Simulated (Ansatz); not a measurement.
Predict the output of the script below (the Python package of Ansatz (0.2.0)).

`c2h6site_energy.py`:
```python
"""Single point of C2H6SiTe in a Gaussian basis."""

import ansatz


def main() -> None:
    geometry_ang = [
        ("Te", (-1.0997, 1.2145, -2.0387)),
        ("Si", (-0.7174, 0.3027, 0.203)),
        ("C", (0.4096, -1.1881, 0.2267)),
        ("C", (1.2277, 0.1047, 0.414)),
        ("H", (-2.8409, 1.3478, -1.7055)),
        ("H", (-1.2236, 0.9385, 1.4359)),
        ("H", (0.3947, -1.8016, 1.1663)),
        ("H", (0.6403, -1.6527, -0.7544)),
        ("H", (1.765, 0.417, -0.4177)),
        ("H", (1.5274, 0.2659, 1.4733)),
    ]
    mol = ansatz.Crystal.molecule()
    for symbol, xyz in geometry_ang:
        mol = mol.atom(symbol, xyz)

    base = mol.calculation()
    base = base.basis(gaussian="def2-SVP")
    base = base.correlation("CCSD(T)")
    res = base.run(threads=1)
    r = res.report

    print("reference energy %16.6f eV" % r["reference_energy_ev"])
    print("total energy     %16.6f eV" % r["free_energy_ev"])
    print("occupied orbitals outside the frozen core (up, down):", r["n_occupied"], " frozen:", r["n_frozen"], " virtual:", r["n_virtual"])

    parts = r["correlation"]
    for name in ("random_phase", "coupled_cluster", "perturbative"):
        if name in parts:
            print(f"{name:16s} {parts[name]['energy']['hartree']:12.7f} Ha")
    if "second_order" in parts:
        pair = parts["second_order"]
        print(f"MP2 same spin {pair['same_spin']['hartree']:.7f} Ha, opposite spin {pair['opposite_spin']['hartree']:.7f} Ha")

    field = r["mean_field"]
    print("<S^2> =", round(abs(field["state"]["spin_squared"]), 4), " all-electron relativity setting:", field["relativity"])
    print("passes:", field["passes"])
    if "symmetry" in field:
        print("occupied orbitals by irrep:", field["symmetry"]["occupied"])


if __name__ == "__main__":
    main()
```

```console
$ python c2h6site_energy.py
reference energy    -17277.708302 eV
total energy        -17293.358285 eV
occupied orbitals outside the frozen core (up, down): [17, 17]  frozen: 11  virtual: [74, 74]
coupled_cluster    -0.5553474 Ha
perturbative       -0.0197789 Ha
MP2 same spin -0.1205030 Ha, opposite spin -0.3852968 Ha
<S^2> = 0.0  all-electron relativity setting: none
passes: {'evaluations': 20, 'products': 43}
occupied orbitals by irrep: [{'A': 28}, {'A': 28}]
```

Caveats:
- Total energies depend on the basis set; only differences at equal settings carry meaning.
- The geometry is a force-field or estimated start, not a minimum of this method, and the basis set is short of its limit.
- def2 sets replace the cores of elements past krypton by effective core potentials.
- S² is that of the Hartree-Fock reference.
- Finished in 53 s on 1 thread of AMD EPYC (Zen 3), on a shared host, peak memory 0.53 GiB.

(Lines on the test bed's own set-up are left out of the output.)
